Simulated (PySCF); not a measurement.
# Si₂H₄Cl₂: core binding energies at several levels of theory, part 2 of 3

PySCF 2.14.0. Atoms count from 0. The steps go on from the part before.

## 5. Core holes by ΔSCF: PBE, X2C

What the job is given:

```
{"job": {"kind": "xps", "xc": "PBE"}, "charge": 0, "multiplicity": 1}
Si    -0.662042     0.013363     0.543219
Si     1.634164     0.345655     0.807839
Cl     2.632324    -1.069273    -0.322046
Cl     2.108037     2.235311     0.114396
H     -0.982492     0.117338    -0.910423
H     -1.033596    -1.341418     1.050454
H     -1.408324     1.058595     1.306143
H      2.140742     0.243704     2.202533
```

Level: delta-SCF UKS PBE, pcX-2 on the ionised atom, pcseg-1 elsewhere, spin-free X2C.

The program printed:

```text
ground state, core basis on atom 0 (Si), 134 functions
  cycle   1  E = -1504.81399123  |g| = 3.23e-01
  cycle   2  E = -1504.76053588  |g| = 5.22e-01
  cycle   3  E = -1504.84650098  |g| = 4.90e-02
  cycle   4  E = -1504.84731335  |g| = 1.43e-02
  cycle   5  E = -1504.84737052  |g| = 3.36e-03
  cycle   6  E = -1504.84737518  |g| = 8.01e-04
  cycle   7  E = -1504.84737280  |g| = 1.26e-04
  E(ground) = -1504.84781077 Eh
hole in Si 1s of atom 0
  cycle   1  E = -1436.00620308  |g| = 4.42e+00
  cycle   2  E = -1435.61958747  |g| = 2.44e+00
  cycle   3  E = -1436.40275975  |g| = 9.74e-01
  cycle   4  E = -1436.97414809  |g| = 4.38e-01
  cycle   5  E = -1437.07910204  |g| = 1.88e-01
  cycle   6  E = -1437.10106722  |g| = 4.04e-02
  cycle   7  E = -1437.10209805  |g| = 9.32e-03
  cycle   8  E = -1437.10215057  |g| = 1.38e-03
  cycle   9  E = -1437.10215125  |g| = 5.03e-04
  cycle  10  E = -1437.10215151  |g| = 7.08e-05
  E(ion) = -1437.10257466 Eh   <S^2> = 0.7515   hole on atom = 1.000   binding energy = 1843.442 eV
hole in Si 2p of atom 0
  cycle   1  E = -1500.59101000  |g| = 1.23e+00
  cycle   2  E = -1500.22829181  |g| = 1.29e+00
  cycle   3  E = -1500.85003201  |g| = 3.25e-01
  cycle   4  E = -1500.91411845  |g| = 1.55e-01
  cycle   5  E = -1500.92687958  |g| = 6.19e-02
  cycle   6  E = -1500.92953649  |g| = 7.58e-03
  cycle   7  E = -1500.92957149  |g| = 1.82e-03
  cycle   8  E = -1500.92957392  |g| = 4.26e-04
  E(ion) = -1500.92996723 Eh   <S^2> = 0.7522   hole on atom = 1.002   binding energy = 106.610 eV
  2p3/2 = 106.387 eV   2p1/2 = 107.010 eV
ground state, core basis on atom 1 (Si), 134 functions
  cycle   1  E = -1504.85345846  |g| = 2.68e-01
  cycle   2  E = -1504.85302645  |g| = 6.26e-02
  cycle   3  E = -1504.85206476  |g| = 8.00e-02
  cycle   4  E = -1504.85385626  |g| = 9.57e-03
  cycle   5  E = -1504.85388224  |g| = 1.38e-03
  cycle   6  E = -1504.85388572  |g| = 1.76e-04
  E(ground) = -1504.85441781 Eh
hole in Si 1s of atom 1
  cycle   1  E = -1435.95313918  |g| = 4.42e+00
  cycle   2  E = -1434.87769644  |g| = 2.78e+00
  cycle   3  E = -1435.57369768  |g| = 1.41e+00
  cycle   4  E = -1436.84154043  |g| = 5.97e-01
  cycle   5  E = -1437.04032224  |g| = 1.38e-01
  cycle   6  E = -1437.05040834  |g| = 6.55e-02
  cycle   7  E = -1437.05370547  |g| = 1.38e-02
  cycle   8  E = -1437.05380498  |g| = 3.18e-03
  cycle   9  E = -1437.05381204  |g| = 6.78e-04
  cycle  10  E = -1437.05381216  |g| = 1.52e-04
  E(ion) = -1437.05432256 Eh   <S^2> = 0.7515   hole on atom = 1.000   binding energy = 1844.935 eV
hole in Si 2p of atom 1
  cycle   1  E = -1500.54750688  |g| = 1.24e+00
  cycle   2  E = -1499.61317176  |g| = 1.73e+00
  cycle   3  E = -1500.71701114  |g| = 5.11e-01
  cycle   4  E = -1500.87385501  |g| = 1.74e-01
  cycle   5  E = -1500.89050290  |g| = 5.29e-02
  cycle   6  E = -1500.89282328  |g| = 8.61e-03
  cycle   7  E = -1500.89286629  |g| = 2.10e-03
  cycle   8  E = -1500.89286893  |g| = 4.98e-04
  E(ion) = -1500.89336775 Eh   <S^2> = 0.7519   hole on atom = 1.002   binding energy = 107.786 eV
  2p3/2 = 107.648 eV   2p1/2 = 108.279 eV
ground state, core basis on atom 2 (Cl), 134 functions
  cycle   1  E = -1504.97064854  |g| = 4.13e-01
  cycle   2  E = -1504.97064866  |g| = 5.18e-02
  cycle   3  E = -1504.97032755  |g| = 5.18e-02
  cycle   4  E = -1504.97098959  |g| = 1.27e-02
  cycle   5  E = -1504.97103362  |g| = 2.80e-03
  cycle   6  E = -1504.97103838  |g| = 3.15e-04
  E(ground) = -1504.97149721 Eh
hole in Cl 1s of atom 2
  cycle   1  E = -1399.91878390  |g| = 5.56e+00
  cycle   2  E = -1400.03032822  |g| = 2.44e+00
  cycle   3  E = -1400.60259109  |g| = 1.04e+00
  cycle   4  E = -1401.09634716  |g| = 3.67e-01
  cycle   5  E = -1401.15987402  |g| = 1.88e-01
  cycle   6  E = -1401.18281407  |g| = 3.63e-02
  cycle   7  E = -1401.18355734  |g| = 1.27e-02
  cycle   8  E = -1401.18366527  |g| = 1.43e-03
  cycle   9  E = -1401.18366686  |g| = 5.78e-04
  cycle  10  E = -1401.18366829  |g| = 7.94e-05
  E(ion) = -1401.18412215 Eh   <S^2> = 0.7509   hole on atom = 1.000   binding energy = 2824.198 eV
hole in Cl 2p of atom 2
  cycle   1  E = -1496.93729654  |g| = 1.67e+00
  cycle   2  E = -1496.67758900  |g| = 1.47e+00
  cycle   3  E = -1497.31312635  |g| = 3.58e-01
  cycle   4  E = -1497.37743083  |g| = 2.20e-01
  cycle   5  E = -1497.40685938  |g| = 6.58e-02
  cycle   6  E = -1497.40958273  |g| = 1.10e-02
  cycle   7  E = -1497.40966716  |g| = 2.10e-03
  cycle   8  E = -1497.40967370  |g| = 4.53e-04
  E(ion) = -1497.41012000 Eh   <S^2> = 0.7514   hole on atom = 1.001   binding energy = 205.756 eV
  2p3/2 = 205.086 eV   2p1/2 = 206.747 eV
```

Wall time 17 s (1 thread of Intel Xeon Platinum 8259CL at 2.50GHz, shared host); peak memory 0.51 GiB.

The holes in one table. −ε is the ground-state orbital energy:

| hole | stands for | environment | ΔSCF (eV; 2p as the shell's mean) | −ε (eV) | ⟨S²⟩ |
| --- | --- | --- | --- | --- | --- |
| Si1s on Si0 | Si0 | silicon bonded to Si, 3 H | 1843.44 | 1784.0 | 0.752 |
| Si2p on Si0 | Si0 | silicon bonded to Si, 3 H | 106.59 | 94.6 | 0.752 |
| Si1s on Si1 | Si1 | silicon bonded to 2 Cl, Si, H | 1844.93 | 1785.6 | 0.751 |
| Si2p on Si1 | Si1 | silicon bonded to 2 Cl, Si, H | 107.86 | 96.0 | 0.752 |
| Cl1s on Cl2 | Cl2, Cl3 | chlorine bonded to Si | 2824.20 | 2748.7 | 0.751 |
| Cl2p on Cl2 | Cl2, Cl3 | chlorine bonded to Si | 205.64 | 190.5 | 0.751 |

Each hole run stands for the others of its class of like atoms.

With the spin-orbit splitting: Si0 2p3/2 106.39, 2p1/2 107.01 eV; Si1 2p3/2 107.65, 2p1/2 108.28 eV; Cl2 2p3/2 205.09, 2p1/2 206.75 eV. The table gives each 2p level as the mean over the whole 2p shell (two parts 2p3/2, one part 2p1/2), which differs a little from the single hole in the log.

## 6. Core-electron binding energies: HF, X2C

Settings changed since step 5:

```diff
@@ -1,2 +1,2 @@
-{"job": {"kind": "xps", "xc": "PBE"}, "charge": 0, "multiplicity": 1}
+{"job": {"kind": "xps", "xc": "HF"}, "charge": 0, "multiplicity": 1}
 Si    -0.662042     0.013363     0.543219
```

With the program's defaults for keys left out, this is: delta-SCF UKS HF, pcX-2 on the ionised atom, pcseg-1 elsewhere, spin-free X2C.

The program printed:

```text
ground state, core basis on atom 0 (Si), 134 functions
  cycle   1  E = -1502.81225433  |g| = 4.16e-01
  cycle   2  E = -1502.87331441  |g| = 1.84e-01
  cycle   3  E = -1502.88475279  |g| = 3.77e-02
  cycle   4  E = -1502.88569627  |g| = 5.40e-03
  cycle   5  E = -1502.88571654  |g| = 1.46e-03
  cycle   6  E = -1502.88571789  |g| = 4.67e-04
  E(ground) = -1502.88571789 Eh
hole in Si 1s of atom 0
  cycle   1  E = -1433.92373104  |g| = 4.32e+00
  cycle   2  E = -1434.88352570  |g| = 1.01e+00
  cycle   3  E = -1434.98116741  |g| = 7.66e-02
  cycle   4  E = -1434.98263459  |g| = 1.31e-02
  cycle   5  E = -1434.98275033  |g| = 4.94e-03
  cycle   6  E = -1434.98278394  |g| = 2.56e-03
  cycle   7  E = -1434.98279896  |g| = 1.46e-03
  cycle   8  E = -1434.98280628  |g| = 5.81e-04
  cycle   9  E = -1434.98280744  |g| = 1.80e-04
  E(ion) = -1434.98280744 Eh   <S^2> = 0.7553   hole on atom = 1.000   binding energy = 1847.732 eV
hole in Si 2p of atom 0
  cycle   1  E = -1498.63419751  |g| = 1.20e+00
  cycle   2  E = -1498.93244547  |g| = 3.94e-01
  cycle   3  E = -1498.95934442  |g| = 2.78e-02
  cycle   4  E = -1498.95989351  |g| = 1.10e-02
  cycle   5  E = -1498.96003567  |g| = 5.81e-03
  cycle   6  E = -1498.96010906  |g| = 2.92e-03
  cycle   7  E = -1498.96013398  |g| = 1.25e-03
  cycle   8  E = -1498.96013906  |g| = 4.68e-04
  E(ion) = -1498.96013906 Eh   <S^2> = 0.7633   hole on atom = 1.002   binding energy = 106.820 eV
  2p3/2 = 106.617 eV   2p1/2 = 107.211 eV
ground state, core basis on atom 1 (Si), 134 functions
  cycle   1  E = -1502.89350923  |g| = 7.47e-02
  cycle   2  E = -1502.89378147  |g| = 9.32e-03
  cycle   3  E = -1502.89380012  |g| = 3.39e-03
  cycle   4  E = -1502.89380372  |g| = 8.09e-04
  cycle   5  E = -1502.89380411  |g| = 1.61e-04
  E(ground) = -1502.89380411 Eh
hole in Si 1s of atom 1
  cycle   1  E = -1433.86197711  |g| = 4.32e+00
  cycle   2  E = -1434.74880230  |g| = 1.08e+00
  cycle   3  E = -1434.90770038  |g| = 1.85e-01
  cycle   4  E = -1434.92415352  |g| = 5.23e-02
  cycle   5  E = -1434.92582280  |g| = 6.99e-03
  cycle   6  E = -1434.92590834  |g| = 2.56e-03
  cycle   7  E = -1434.92592561  |g| = 1.21e-03
  cycle   8  E = -1434.92593035  |g| = 5.56e-04
  cycle   9  E = -1434.92593144  |g| = 1.96e-04
  E(ion) = -1434.92593144 Eh   <S^2> = 0.7551   hole on atom = 1.000   binding energy = 1849.500 eV
hole in Si 2p of atom 1
  cycle   1  E = -1498.58083721  |g| = 1.21e+00
  cycle   2  E = -1498.83487234  |g| = 4.98e-01
  cycle   3  E = -1498.90973175  |g| = 7.72e-02
  cycle   4  E = -1498.91325468  |g| = 2.13e-02
  cycle   5  E = -1498.91369210  |g| = 6.74e-03
  cycle   6  E = -1498.91379547  |g| = 2.85e-03
  cycle   7  E = -1498.91381704  |g| = 1.23e-03
  cycle   8  E = -1498.91382146  |g| = 4.20e-04
  E(ion) = -1498.91382146 Eh   <S^2> = 0.7622   hole on atom = 1.002   binding energy = 108.301 eV
  2p3/2 = 108.125 eV   2p1/2 = 108.721 eV
ground state, core basis on atom 2 (Cl), 134 functions
  cycle   1  E = -1503.00543168  |g| = 1.15e-01
  cycle   2  E = -1503.00563386  |g| = 9.37e-03
  cycle   3  E = -1503.00564460  |g| = 2.38e-03
  cycle   4  E = -1503.00564617  |g| = 7.35e-04
  cycle   5  E = -1503.00564654  |g| = 2.55e-04
  E(ground) = -1503.00564654 Eh
hole in Cl 1s of atom 2
  cycle   1  E = -1397.78856662  |g| = 5.42e+00
  cycle   2  E = -1398.89445360  |g| = 1.15e+00
  cycle   3  E = -1399.01025330  |g| = 1.03e-01
  cycle   4  E = -1399.01219926  |g| = 1.23e-02
  cycle   5  E = -1399.01226565  |g| = 2.90e-03
  cycle   6  E = -1399.01227462  |g| = 1.01e-03
  cycle   7  E = -1399.01227604  |g| = 3.39e-04
  E(ion) = -1399.01227604 Eh   <S^2> = 0.7526   hole on atom = 1.000   binding energy = 2829.804 eV
hole in Cl 2p of atom 2
  cycle   1  E = -1494.96945931  |g| = 1.63e+00
  cycle   2  E = -1495.37731624  |g| = 5.58e-01
  cycle   3  E = -1495.42458341  |g| = 2.77e-02
  cycle   4  E = -1495.42506985  |g| = 8.85e-03
  cycle   5  E = -1495.42515681  |g| = 3.81e-03
  cycle   6  E = -1495.42517876  |g| = 1.41e-03
  cycle   7  E = -1495.42518209  |g| = 5.27e-04
  cycle   8  E = -1495.42518263  |g| = 2.17e-04
  E(ion) = -1495.42518263 Eh   <S^2> = 0.7584   hole on atom = 1.001   binding energy = 206.275 eV
  2p3/2 = 205.721 eV   2p1/2 = 207.326 eV
```

It took 20 s on 1 thread of Intel Xeon Platinum 8259CL at 2.50GHz, shared host; peak memory 0.51 GiB.

Binding energies by hole, beside the orbital energy of the ground state; the difference holds orbital relaxation and, for a density functional, its self-interaction error:

| hole | stands for | environment | ΔSCF (eV; 2p as the shell's mean) | −ε (eV) | ⟨S²⟩ |
| --- | --- | --- | --- | --- | --- |
| Si1s on Si0 | Si0 | silicon bonded to Si, 3 H | 1847.73 | 1876.5 | 0.755 |
| Si2p on Si0 | Si0 | silicon bonded to Si, 3 H | 106.81 | 115.7 | 0.763 |
| Si1s on Si1 | Si1 | silicon bonded to 2 Cl, Si, H | 1849.50 | 1878.5 | 0.755 |
| Si2p on Si1 | Si1 | silicon bonded to 2 Cl, Si, H | 108.32 | 117.4 | 0.762 |
| Cl1s on Cl2 | Cl2, Cl3 | chlorine bonded to Si | 2829.80 | 2863.1 | 0.753 |
| Cl2p on Cl2 | Cl2, Cl3 | chlorine bonded to Si | 206.26 | 218.7 | 0.758 |

Each hole run stands for the others of its class of like atoms.

With the spin-orbit splitting: Si0 2p3/2 106.62, 2p1/2 107.21 eV; Si1 2p3/2 108.12, 2p1/2 108.72 eV; Cl2 2p3/2 205.72, 2p1/2 207.33 eV. The table gives each 2p level as the mean over the whole 2p shell (two parts 2p3/2, one part 2p1/2), which differs a little from the single hole in the log.

## 7. Core-electron binding energies: SCAN, X2C

Settings changed since step 6:

```diff
@@ -1,2 +1,2 @@
-{"job": {"kind": "xps", "xc": "HF"}, "charge": 0, "multiplicity": 1}
+{"job": {"kind": "xps", "basis": "pcX-1"}, "charge": 0, "multiplicity": 1}
 Si    -0.662042     0.013363     0.543219
```

Method: delta-SCF UKS SCAN, pcX-1 on the ionised atom, pcseg-1 elsewhere, spin-free X2C.

The program printed:

```text
ground state, core basis on atom 0 (Si), 114 functions
  cycle   1  E = -1505.59372699  |g| = 3.10e-01
  cycle   2  E = -1505.56258619  |g| = 4.36e-01
  cycle   3  E = -1505.62498460  |g| = 3.80e-02
  cycle   4  E = -1505.62544392  |g| = 1.15e-02
  cycle   5  E = -1505.62548649  |g| = 2.21e-03
  cycle   6  E = -1505.62549291  |g| = 6.24e-04
  cycle   7  E = -1505.62548843  |g| = 1.38e-04
  E(ground) = -1505.65505911 Eh
hole in Si 1s of atom 0
  cycle   1  E = -1436.68189713  |g| = 4.35e+00
  cycle   2  E = -1436.87892097  |g| = 2.05e+00
  cycle   3  E = -1437.45695681  |g| = 6.55e-01
  cycle   4  E = -1437.69730519  |g| = 2.67e-01
  cycle   5  E = -1437.74166390  |g| = 9.39e-02
  cycle   6  E = -1437.74716134  |g| = 2.40e-02
  cycle   7  E = -1437.74752896  |g| = 4.93e-03
  cycle   8  E = -1437.74754278  |g| = 1.69e-03
  cycle   9  E = -1437.74754622  |g| = 2.10e-04
  E(ion) = -1437.78494742 Eh   <S^2> = 0.7525   hole on atom = 1.000   binding energy = 1846.840 eV
hole in Si 2p of atom 0
  cycle   1  E = -1501.33625798  |g| = 1.23e+00
  cycle   2  E = -1501.23456399  |g| = 1.05e+00
  cycle   3  E = -1501.62679597  |g| = 2.28e-01
  cycle   4  E = -1501.65864778  |g| = 1.03e-01
  cycle   5  E = -1501.66490102  |g| = 3.41e-02
  cycle   6  E = -1501.66572253  |g| = 4.19e-03
  cycle   7  E = -1501.66573127  |g| = 1.66e-03
  cycle   8  E = -1501.66573407  |g| = 3.37e-04
  E(ion) = -1501.70588676 Eh   <S^2> = 0.7529   hole on atom = 1.002   binding energy = 107.462 eV
  2p3/2 = 107.248 eV   2p1/2 = 107.868 eV
ground state, core basis on atom 1 (Si), 114 functions
  cycle   1  E = -1505.62537218  |g| = 1.83e-01
  cycle   2  E = -1505.62554096  |g| = 3.54e-02
  cycle   3  E = -1505.62568157  |g| = 2.14e-02
  cycle   4  E = -1505.62586430  |g| = 4.45e-03
  cycle   5  E = -1505.62586849  |g| = 7.95e-04
  cycle   6  E = -1505.62586938  |g| = 1.59e-04
  E(ground) = -1505.65564355 Eh
hole in Si 1s of atom 1
  cycle   1  E = -1436.61908679  |g| = 4.35e+00
  cycle   2  E = -1436.22996067  |g| = 2.35e+00
  cycle   3  E = -1436.76889240  |g| = 1.14e+00
  cycle   4  E = -1437.60280427  |g| = 3.69e-01
  cycle   5  E = -1437.68586672  |g| = 6.77e-02
  cycle   6  E = -1437.68830578  |g| = 3.02e-02
  cycle   7  E = -1437.68905711  |g| = 5.11e-03
  cycle   8  E = -1437.68907105  |g| = 1.61e-03
  cycle   9  E = -1437.68907378  |g| = 4.54e-04
  E(ion) = -1437.72341426 Eh   <S^2> = 0.7525   hole on atom = 1.000   binding energy = 1848.530 eV
hole in Si 2p of atom 1
  cycle   1  E = -1501.28261496  |g| = 1.24e+00
  cycle   2  E = -1500.77764093  |g| = 1.39e+00
  cycle   3  E = -1501.48936080  |g| = 4.36e-01
  cycle   4  E = -1501.61146646  |g| = 1.08e-01
  cycle   5  E = -1501.61827170  |g| = 2.98e-02
  cycle   6  E = -1501.61903157  |g| = 5.44e-03
  cycle   7  E = -1501.61904730  |g| = 1.77e-03
  cycle   8  E = -1501.61905148  |g| = 3.79e-04
  E(ion) = -1501.65643053 Eh   <S^2> = 0.7524   hole on atom = 1.003   binding energy = 108.824 eV
  2p3/2 = 108.681 eV   2p1/2 = 109.308 eV
ground state, core basis on atom 2 (Cl), 114 functions
  cycle   1  E = -1505.71023575  |g| = 3.14e-01
  cycle   2  E = -1505.70988110  |g| = 5.81e-02
  cycle   3  E = -1505.70908477  |g| = 7.76e-02
  cycle   4  E = -1505.71092638  |g| = 5.82e-03
  cycle   5  E = -1505.71092585  |g| = 1.84e-03
  cycle   6  E = -1505.71092798  |g| = 2.28e-04
  E(ground) = -1505.76677897 Eh
hole in Cl 1s of atom 2
  cycle   1  E = -1400.49722030  |g| = 5.47e+00
  cycle   2  E = -1401.06944964  |g| = 2.09e+00
  cycle   3  E = -1401.52405492  |g| = 6.69e-01
  cycle   4  E = -1401.70396565  |g| = 2.51e-01
  cycle   5  E = -1401.74007189  |g| = 1.01e-01
  cycle   6  E = -1401.74644601  |g| = 2.53e-02
  cycle   7  E = -1401.74680098  |g| = 7.73e-03
  cycle   8  E = -1401.74684355  |g| = 1.44e-03
  cycle   9  E = -1401.74684464  |g| = 3.49e-04
  E(ion) = -1401.81036467 Eh   <S^2> = 0.7521   hole on atom = 1.000   binding energy = 2828.798 eV
hole in Cl 2p of atom 2
  cycle   1  E = -1497.63192527  |g| = 1.70e+00
  cycle   2  E = -1497.69321808  |g| = 1.19e+00
  cycle   3  E = -1498.05880598  |g| = 2.36e-01
  cycle   4  E = -1498.08500156  |g| = 1.42e-01
  cycle   5  E = -1498.09858226  |g| = 3.27e-02
  cycle   6  E = -1498.09927705  |g| = 6.28e-03
  cycle   7  E = -1498.09930860  |g| = 1.32e-03
  cycle   8  E = -1498.09930864  |g| = 2.74e-04
  E(ion) = -1498.16380834 Eh   <S^2> = 0.7516   hole on atom = 1.001   binding energy = 206.887 eV
  2p3/2 = 206.291 eV   2p1/2 = 207.934 eV
```

It took 20 s on 1 thread of Intel Xeon Platinum 8259CL at 2.50GHz, shared host; peak memory 0.51 GiB.

The holes in one table. −ε is the ground-state orbital energy:

| hole | stands for | environment | ΔSCF (eV; 2p as the shell's mean) | −ε (eV) | ⟨S²⟩ |
| --- | --- | --- | --- | --- | --- |
| Si1s on Si0 | Si0 | silicon bonded to Si, 3 H | 1846.84 | 1793.9 | 0.752 |
| Si2p on Si0 | Si0 | silicon bonded to Si, 3 H | 107.45 | 96.8 | 0.753 |
| Si1s on Si1 | Si1 | silicon bonded to 2 Cl, Si, H | 1848.53 | 1795.6 | 0.753 |
| Si2p on Si1 | Si1 | silicon bonded to 2 Cl, Si, H | 108.89 | 98.3 | 0.752 |
| Cl1s on Cl2 | Cl2, Cl3 | chlorine bonded to Si | 2828.80 | 2764.1 | 0.752 |
| Cl2p on Cl2 | Cl2, Cl3 | chlorine bonded to Si | 206.84 | 193.8 | 0.752 |

Each hole run stands for the others of its class of like atoms.

With the spin-orbit splitting: Si0 2p3/2 107.25, 2p1/2 107.87 eV; Si1 2p3/2 108.68, 2p1/2 109.31 eV; Cl2 2p3/2 206.29, 2p1/2 207.93 eV. The table gives each 2p level as the mean over the whole 2p shell (two parts 2p3/2, one part 2p1/2), which differs a little from the single hole in the log.

[end of part 2 of 3]
